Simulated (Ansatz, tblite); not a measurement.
# Si21H32 ring disc (InSi₂₀H₃₂): a ladder of methods and basis sets

The task here is to estimate one member of a computed series from the others.

The runs use Ansatz 0.2.0, Gaussian basis; as each input shows.

The runs, in order: GFN1-xTB, GFN2-xTB, PBE-D4/def2-SVP, r2SCAN-D4/def2-SVP, PBE-QIDH/def2-SVP, revPBE-D4/def2-SVP, LDA/def2-SVP, r2SCAN-D4/def2-mTZVP.

2 further runs of the same task are left out: 2 set aside as unsound or not needed.

## The geometry

The geometry is that of the doublet, from an earlier relaxation (PBE-D4/def2-SVP).

53 atoms, charge 0, spin multiplicity 2.

Bond lengths: Si1–Si12 2.362 Å, Si1–Si13 2.363 Å, Si1–Si14 2.373 Å, Si1–H22 1.519 Å, Si2–Si13 2.359 Å, Si2–Si15 2.347 Å, Si2–H23 1.510 Å, Si2–H24 1.507 Å, Si3–Si15 2.350 Å, Si3–Si16 2.358 Å, Si3–H25 1.510 Å, Si3–H26 1.511 Å, Si4–Si12 2.358 Å, Si4–Si17 2.346 Å, Si4–H27 1.507 Å, Si4–H28 1.510 Å, In5–Si14 2.648 Å, In5–Si15 2.569 Å and more. Angles: Si12–Si1–Si13 112.6°, Si12–Si1–Si14 112.8°, Si12–Si1–H22 106.2°, Si13–Si1–Si14 113.7°, Si13–Si1–H22 105.6°, Si14–Si1–H22 105.2°, Si13–Si2–Si15 106.5°, Si13–Si2–H23 108.3°, Si13–Si2–H24 109.5°, Si15–Si2–H23 112.6°, Si15–Si2–H24 111.3°, H23–Si2–H24 108.4°, Si15–Si3–Si16 113.7°, Si15–Si3–H25 109.7°, Si15–Si3–H26 108.8°, Si16–Si3–H25 108.9°, Si16–Si3–H26 108.0°, H25–Si3–H26 107.5° and more.

In takes a core potential in the def2 sets. No spin-orbit coupling is included.

PBE0-D4/def2-SVP was run before; its log isn't repeated, and its numbers join the tables.

The first run:

Tight binding, by tblite at 300 K electronic temperature and without a spin-polarisation term:

```python
tblite.interface.Calculator('GFN1-xTB', numbers, positions, charge=0, uhf=1).singlepoint()
```

Tight binding, by tblite at 300 K electronic temperature and without a spin-polarisation term:

```python
tblite.interface.Calculator('GFN2-xTB', numbers, positions, charge=0, uhf=1).singlepoint()
```

start.molden holds the orbitals of an earlier run on this state, given as this run's starting guess.

in.yaml

```yaml
crystal:
  periodic: [false, false, false]
  atoms:
    - {symbol: Si, position_ang: [-2.900579, -2.968296, 0.650223]}
    - {symbol: Si, position_ang: [-3.333351, -0.148908, -2.168251]}
    - {symbol: Si, position_ang: [-3.296081, 2.541828, 0.446752]}
    - {symbol: Si, position_ang: [-0.148122, -3.379489, -2.206694]}
    - {symbol: In, position_ang: [-0.323647, -0.336811, 0.358297]}
    - {symbol: Si, position_ang: [2.485512, -3.312561, 0.460120]}
    - {symbol: Si, position_ang: [2.633296, -0.559256, -2.202714]}
    - {symbol: Si, position_ang: [-0.551569, 2.670795, -2.187633]}
    - {symbol: Si, position_ang: [-0.372815, 5.148689, 0.662471]}
    - {symbol: Si, position_ang: [2.237569, 2.244185, 0.654913]}
    - {symbol: Si, position_ang: [5.098451, -0.400238, 0.655670]}
    - {symbol: Si, position_ang: [-1.610487, -4.429612, -0.683420]}
    - {symbol: Si, position_ang: [-4.356279, -1.618390, -0.631761]}
    - {symbol: Si, position_ang: [-1.591000, -1.746369, 2.207411]}
    - {symbol: Si, position_ang: [-1.903911, 1.233119, -0.921384]}
    - {symbol: Si, position_ang: [-2.122607, 4.063790, 1.812244]}
    - {symbol: Si, position_ang: [1.206567, -1.935522, -0.949243]}
    - {symbol: Si, position_ang: [0.959357, 1.012214, 2.228212]}
    - {symbol: Si, position_ang: [3.973574, -2.105854, 1.831260]}
    - {symbol: Si, position_ang: [3.665989, 0.914702, -0.678185]}
    - {symbol: Si, position_ang: [0.929427, 3.700446, -0.667749]}
    - {symbol: H, position_ang: [-3.801915, -3.851633, 1.494853]}
    - {symbol: H, position_ang: [-4.417429, 0.626332, -2.878214]}
    - {symbol: H, position_ang: [-2.568665, -0.944457, -3.194086]}
    - {symbol: H, position_ang: [-4.137260, 1.645773, 1.323677]}
    - {symbol: H, position_ang: [-4.238134, 3.332227, -0.430675]}
    - {symbol: H, position_ang: [-0.950433, -2.626196, -3.235577]}
    - {symbol: H, position_ang: [0.655817, -4.442984, -2.915286]}
    - {symbol: H, position_ang: [1.561377, -4.122716, 1.337451]}
    - {symbol: H, position_ang: [3.286153, -4.284646, -0.372876]}
    - {symbol: H, position_ang: [1.845523, 0.198702, -3.239675]}
    - {symbol: H, position_ang: [3.726808, -1.328913, -2.904960]}
    - {symbol: H, position_ang: [-1.342125, 3.762919, -2.868601]}
    - {symbol: H, position_ang: [0.203355, 1.902134, -3.240630]}
    - {symbol: H, position_ang: [-0.996911, 6.160159, -0.269550]}
    - {symbol: H, position_ang: [0.498305, 5.895776, 1.642244]}
    - {symbol: H, position_ang: [3.159318, 3.136962, 1.466277]}
    - {symbol: H, position_ang: [6.094672, -1.056607, -0.270221]}
    - {symbol: H, position_ang: [5.863963, 0.469817, 1.622111]}
    - {symbol: H, position_ang: [-2.595521, -5.311337, -1.413294]}
    - {symbol: H, position_ang: [-0.805299, -5.308751, 0.240853]}
    - {symbol: H, position_ang: [-5.280721, -2.575679, -1.346250]}
    - {symbol: H, position_ang: [-5.191694, -0.807040, 0.327921]}
    - {symbol: H, position_ang: [-2.446445, -0.928619, 3.139836]}
    - {symbol: H, position_ang: [-0.687167, -2.647231, 3.007583]}
    - {symbol: H, position_ang: [-3.079344, 5.114246, 2.323734]}
    - {symbol: H, position_ang: [-1.568244, 3.338398, 3.009874]}
    - {symbol: H, position_ang: [1.831624, 0.196794, 3.142962]}
    - {symbol: H, position_ang: [0.081706, 1.914212, 3.051745]}
    - {symbol: H, position_ang: [3.210038, -1.502618, 2.980390]}
    - {symbol: H, position_ang: [5.000171, -3.046419, 2.415069]}
    - {symbol: H, position_ang: [4.527008, 1.904648, -1.432048]}
    - {symbol: H, position_ang: [1.928878, 4.550283, -1.421677]}
basis:
  gaussian: {orbitals: def2-SVP, fitting: {mean_field: def2-universal-jkfit}, initial_orbitals: start.molden}
magnetization: {spin_polarized: true, initial_magnetization: 1}
hamiltonian: {xc: pbe, dispersion: d4}
scf: {omitted_lower_state_checks: [starts]}
output: {forces: true, orbitals: {seedname: orbitals}}
```

Started as:

```console
> ansatz run in.yaml --threads 2 --pin off --events-out ev --progress --plain --max-ram 32768MiB --backend cuda --devices 0, --max-vram 18GiB
```

Steps of the session up to this table: PBE-D4/def2-SVP; r2SCAN-D4/def2-SVP; PBE-QIDH/def2-SVP; revPBE-D4/def2-SVP; LDA/def2-SVP; r2SCAN-D4/def2-mTZVP.

One table of the session follows, with a row left open; its other results are not shown here.

It belongs to the step «Binding energy». 

```
               level  binding an atom (eV)
        LDA/def2-SVP                 3.481
     PBE-D4/def2-SVP                 3.132
  revPBE-D4/def2-SVP                 3.092
  r2SCAN-D4/def2-SVP                 3.147
r2SCAN-D4/def2-mTZVP                     ?
    PBE0-D4/def2-SVP                 3.129
```

Estimate the missing values for r2SCAN-D4/def2-mTZVP.

The run gave: binding an atom (eV): 3.098. In the column «binding an atom (eV)» it lies between revPBE-D4/def2-SVP (3.092) and PBE0-D4/def2-SVP (3.129).

Caveats from the session: Free atoms were run apart at each level; binding is atoms less cluster, divided by the number of atoms, without zero-point or spin-orbit terms.
